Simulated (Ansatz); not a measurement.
# CaMn2Bi2 (P-3m1): equation of state

How stiff is CaMn2Bi2 (P-3m1)? Energies and pressures are computed at volumes on both sides of the relaxed cell and fitted.

Method: DFT r²SCAN, scalar-relativistic, plane waves, PAW, in Ansatz 0.2.0.

**1. The structure to begin with**

The structure is trigonal, space group P-3m1 (No. 164). Conventional cell: a = 4.626 Å, b = 4.626 Å, c = 7.605 Å, α = 90.00°, β = 90.00°, γ = 120.00°. Ca (site symmetry -3m) is surrounded by 6 Bi at 3.27 Å. Mn (site symmetry 3m) is surrounded by 4 Bi at 2.80 to 2.86 Å and 3 Mn at 3.21 Å. Bi (site symmetry 3m) has 4 Mn at 2.80 to 2.86 Å and 3 Ca at 3.27 Å in its first shell of neighbours.

As a file:

```xyz
5
Lattice="4.6258 0.0000 0.0000 -2.3129 4.0061 0.0000 0.0000 0.0000 7.6053" Properties=species:S:1:pos:R:3 pbc="T T T"
Ca    0.0000    0.0000    0.0000
Mn    2.3129    1.3354    4.6945
Mn    0.0000    2.6707    2.9108
Bi    2.3129    1.3354    1.8946
Bi    0.0000    2.6707    5.7107
```

This cell comes from an earlier session at r²SCAN: 28.187 Å³/atom at 0.01 GPa, on a 10×10×6 mesh. The large moments point both ways and cancel.

Volume factors to run: 0.980, 1.020, 0.960, 1.040.

**2. Volume × 0.980**

input.yaml

```yaml
crystal:
  lattice:
    - [4.5947548865, 0.0, 0.0]
    - [-2.2973774433, 3.9791744559, 0.0]
    - [0.0, 0.0, 7.5542529755]
  atoms:
    - { symbol: Ca, position: [0.0, 0.0, 3.0e-10] }
    - { symbol: Mn, position: [0.6666666667, 0.3333333333, 0.6172618782], spin: 4.77 }
    - { symbol: Mn, position: [0.3333333333, 0.6666666667, 0.3827381219], spin: -4.77 }
    - { symbol: Bi, position: [0.6666666667, 0.3333333333, 0.2491151912] }
    - { symbol: Bi, position: [0.3333333333, 0.6666666667, 0.7508848084] }
basis:
  ecutwfc: 500
  ecutrho_ratio: 4
kpoints:
  mp_grid: { grid: [10, 10, 6] }
hamiltonian:
  xc: r2scan
scf:
  occupations: { method: gaussian, width: 0.05 }
output:
  forces: true
  stress: true
  eigenvalues: true
  populations: true
magnetization:
  spin_polarized: true
relax:
  f_tol: 0.01
  max_steps: 40
  cell: { stress_tol: 0.1, fix: [volume] }
```

The run is started by

```sh
$ ansatz run input.yaml --threads 4 --pin off --max-ram 10240MiB --backend cpu --events-out ev --progress --plain --runs-dir out
```

Further steps of the session: Volume × 1.020; Volume × 0.960; Scaling the volume by 1.040.

Before running it: what results should come out? Wanted: V0; B0; B0′; scatter of the fit.

The runs gave:

| quantity | value |
| --- | --- |
| V0 | 28.193 Å³/atom |
| B0 | 42 GPa |
| B0′ | 4.1 |
| scatter of the fit | 0.001 meV/atom |

In words: A third-order Birch–Murnaghan fit puts the minimum at 28.19 Å³/atom with a bulk modulus of 42 GPa. One per cent of compression takes about 0.42 GPa. The gap on the mesh opens from 0.44 to 0.58 eV as the cell expands over this range. The moment on atom 2 grows from 4.29 to 4.38 μB on expansion. These are values at 0 K without zero-point motion. Spin–orbit coupling is left out, though the cell holds Bi; in elements this heavy it can shift levels and gaps by tenths of an eV.
